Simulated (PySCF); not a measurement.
# Neon: the same states on changed settings

Aim: see what changed settings do to total energies and their difference. The change: a valence shell is frozen, unsound on purpose. A sound run of the same states serves as the yardstick.

Program: PySCF 2.14.0. Level of theory: unrestricted determinants in a Gaussian basis, no spin-orbit coupling in the energies. These are calculated values, not measurements, unless marked.

6 further runs of the same task are left out: 6 set aside as unsound or not needed.

## Step 1: The system

| Item | Value |
| --- | --- |
| Element | neon (Z = 10) |
| Basis | cc-pVDZ-DK (3s2p1d, 14 functions) |
| Hamiltonian | scalar relativity by spin-free X2C-1e |
| State 1 | Ne: [Ne], closed-shell 1S |
| State 2 | Ne⁺: [He] 2s2 2p5, 2P determinant |
| Methods | MP2, CCSD(T) |
| Core shells frozen in the correlated runs | valence: [He] 2s2 (for Ne) |

Outer shells as boxes (Hund's rule):

Ne [Ne]
```
[He] core
2s [↑↓]
2p [↑↓][↑↓][↑↓]
```

Ne+ [He] 2s2 2p5
```
[He] core
2s [↑↓]
2p [↑↓][↑↓][↑ ]
```

The sound run (cc-pVDZ-DK, the spin-free X2C one-electron Hamiltonian (Gaussian nucleus), symmetry-adapted start, fine grid, valence correlation) gave:

```
species             method  energy (hartree)
     Ne                UHF        -128.62519
     Ne                PBE        -128.93206
     Ne             M06-2X        -129.01649
     Ne      MP2 (valence)        -128.81092
     Ne  CCSD(T) (valence)        -128.81544
    Ne⁺                UHF        -127.90320
    Ne⁺                PBE        -128.15360
    Ne⁺             M06-2X        -128.23740
    Ne⁺      MP2 (valence)        -128.03717
    Ne⁺  CCSD(T) (valence)        -128.04846
```

The runs were made by one driver on top of PySCF. The scripts below sum up each run's settings (the driver also hands on starting orbitals that pick excited configurations, and frozen orbitals as a list rather than a count), and the logs come from the driver's own runs. The driver starts from symmetry-adapted Hartree-Fock orbitals, holds the occupation by maximum overlap and uses a logarithmic radial grid for functionals, so a plain start would take other cycles.

It was started by

```sh
OMP_NUM_THREADS=1 python atomrun2.py TASK.json OUT
```

The integrals over 14 functions and the set-up took 0.01 s of CPU time.

## Step 2: Changed run, Ne

#### MP2 (valence)

File input.py:

```python
from pyscf import gto, scf, dft, mp, cc
import basis_set_exchange as bse
mol = gto.M(atom="Ne 0 0 0", charge=0, spin=0, symmetry="D2h",
            basis=gto.basis.parse(bse.get_basis("cc-pVDZ-DK", elements=["Ne"], fmt="nwchem", header=False)),
            nucmod="G")
mf = scf.UHF(mol).sfx2c1e()
mf.irrep_nelec = {'Ag': (2, 2), 'B1u': (1, 1), 'B2u': (1, 1), 'B3u': (1, 1)}
mf.kernel()
mp.UMP2(mf, frozen=2).kernel()
```

No log was kept for this step.

Time after the integrals: 0.01 s (1 thread of Neoverse-N1, shared host).

With 6 electrons correlated, the MP2 correlation energy is -0.14023 hartree (-0.04099 same spin, -0.09924 opposite spin); the SCS form gives -0.13275. Largest pairs of shells: 2p-2p -0.1402.

#### CCSD(T) (valence)

input.py, as changed from the run before:

```diff
@@ -8,2 +8,3 @@
 mf.kernel()
-mp.UMP2(mf, frozen=2).kernel()
+mycc = cc.CCSD(mf, frozen=2).run()
+mycc.ccsd_t()
```

Log:

```text
CC2 = 0
CCSD nocc = 3, nmo = 12
frozen orbitals [0, 1]
max_cycle = 100
direct = 0
conv_tol = 1e-08
conv_tol_normt = 1e-06
diis_space = 8
diis_start_cycle = 0
Init t2, MP2 energy = -128.765418652267  E_corr(MP2) -0.140232564403097
Init E_corr(CCSD) = -0.140232564403197
cycle = 1  E_corr(CCSD) = -0.142797534772967  dE = -0.00256497037  norm(t1,t2) = 0.00617547
cycle = 2  E_corr(CCSD) = -0.143163839985702  dE = -0.000366305213  norm(t1,t2) = 0.00146004
cycle = 3  E_corr(CCSD) = -0.143244127617575  dE = -8.02876319e-05  norm(t1,t2) = 0.000376022
cycle = 4  E_corr(CCSD) = -0.143251684632065  dE = -7.55701449e-06  norm(t1,t2) = 4.39704e-05
cycle = 5  E_corr(CCSD) = -0.143250805961723  dE = 8.78670341e-07  norm(t1,t2) = 3.76722e-06
cycle = 6  E_corr(CCSD) = -0.143250821513389  dE = -1.55516652e-08  norm(t1,t2) = 9.58581e-08
cycle = 7  E_corr(CCSD) = -0.143250821147442  dE = 3.65946662e-10  norm(t1,t2) = 7.00454e-09
CCSD converged
E(CCSD) = -128.7684369090115  E_corr = -0.1432508211474419
CCSD(T) correction = -0.000788236537507478
```

Time after the integrals: 0.07 s (1 thread of Neoverse-N1, shared host).

CCSD correlation -0.14325 hartree, triples -0.00079; total -128.769225. T1 = 0.001, largest double amplitude 0.042.

## Step 3: Changed run, Ne⁺, method by method

#### MP2 (valence)

File input.py:

```python
from pyscf import gto, scf, dft, mp, cc
import basis_set_exchange as bse
mol = gto.M(atom="Ne 0 0 0", charge=1, spin=1, symmetry="D2h",
            basis=gto.basis.parse(bse.get_basis("cc-pVDZ-DK", elements=["Ne"], fmt="nwchem", header=False)),
            nucmod="G")
mf = scf.UHF(mol).sfx2c1e()
mf.irrep_nelec = {'Ag': (2, 2), 'B1u': (1, 1), 'B2u': (1, 1), 'B3u': (1, 0)}
mf.kernel()
mp.UMP2(mf, frozen=2).kernel()
```

This step left no log, only its results.

It took 0.01 s on 1 thread of Neoverse-N1, shared host, the integrals not counted.

With 5 electrons correlated, the MP2 correlation energy is -0.08657 hartree (-0.02520 same spin, -0.06137 opposite spin); the SCS form gives -0.08204. Largest pairs of shells: 2p-2p -0.0866.

#### CCSD(T) (valence)

input.py, as changed from the run before:

```diff
@@ -8,2 +8,3 @@
 mf.kernel()
-mp.UMP2(mf, frozen=2).kernel()
+mycc = cc.CCSD(mf, frozen=2).run()
+mycc.ccsd_t()
```

Log:

```text
CC2 = 0
CCSD nocc = (np.int64(3), np.int64(2)), nmo = (12, 12)
frozen orbitals [[0, 1], [0, 1]]
max_cycle = 100
direct = 0
conv_tol = 1e-08
conv_tol_normt = 1e-06
diis_space = 8
diis_start_cycle = 0
Init t2, MP2 energy = -0.0865662071348015
Init E_corr(UCCSD) = -0.0865662071366354
cycle = 1  E_corr(UCCSD) = -0.0920174872196873  dE = -0.00545128008  norm(t1,t2) = 0.0102426
cycle = 2  E_corr(UCCSD) = -0.0925286384391756  dE = -0.000511151219  norm(t1,t2) = 0.00261882
cycle = 3  E_corr(UCCSD) = -0.092675640921264  dE = -0.000147002482  norm(t1,t2) = 0.00117591
cycle = 4  E_corr(UCCSD) = -0.0926643089248414  dE = 1.13319964e-05  norm(t1,t2) = 0.000181117
cycle = 5  E_corr(UCCSD) = -0.0926658134868692  dE = -1.50456203e-06  norm(t1,t2) = 2.788e-05
cycle = 6  E_corr(UCCSD) = -0.0926658088377087  dE = 4.64916051e-09  norm(t1,t2) = 4.83289e-06
cycle = 7  E_corr(UCCSD) = -0.0926657991658292  dE = 9.67187946e-09  norm(t1,t2) = 7.40596e-07
UCCSD converged
E(UCCSD) = -127.9958637554674  E_corr = -0.09266579916582923
UCCSD(T) correction = -0.000525122007323997
```

Time after the integrals: 0.1 s (1 thread of Neoverse-N1, shared host).

CCSD correlation -0.09267 hartree, triples -0.00053; total -127.996389. T1 = 0.002, largest double amplitude 0.038.

## Step 4: Against the sound run

```
species             method  converged  energy less sound run (eV)
     Ne      MP2 (valence)        yes                     +1.2381
     Ne  CCSD(T) (valence)        yes                     +1.2575
    Ne⁺      MP2 (valence)        yes                     +1.2899
    Ne⁺  CCSD(T) (valence)        yes                     +1.4169
```

Ionisation energy of Ne:

```
 method  sound run (eV)  changed run (eV)  shift (eV)
    UHF          19.646            19.646      +0.000
    MP2          21.055            21.107      +0.052
SCS-MP2          20.931            21.026      +0.095
   CCSD          20.870            21.023      +0.153
CCSD(T)          20.870            21.030      +0.159
```

## Step 5: What came out

```
                                 quantity                      value
                                   change  a valence shell is frozen
                           runs converged                     4 of 4
largest shift of a converged total energy                    1.42 eV
   largest shift of the ionisation energy        +0.159 eV (CCSD(T))
```

In words: The ionisation energy moves by up to 0.16 eV, at CCSD(T). Freezing a valence shell removes pair correlation that changes on ionisation. The setting is unsound on purpose, so these numbers are no properties of the atom.
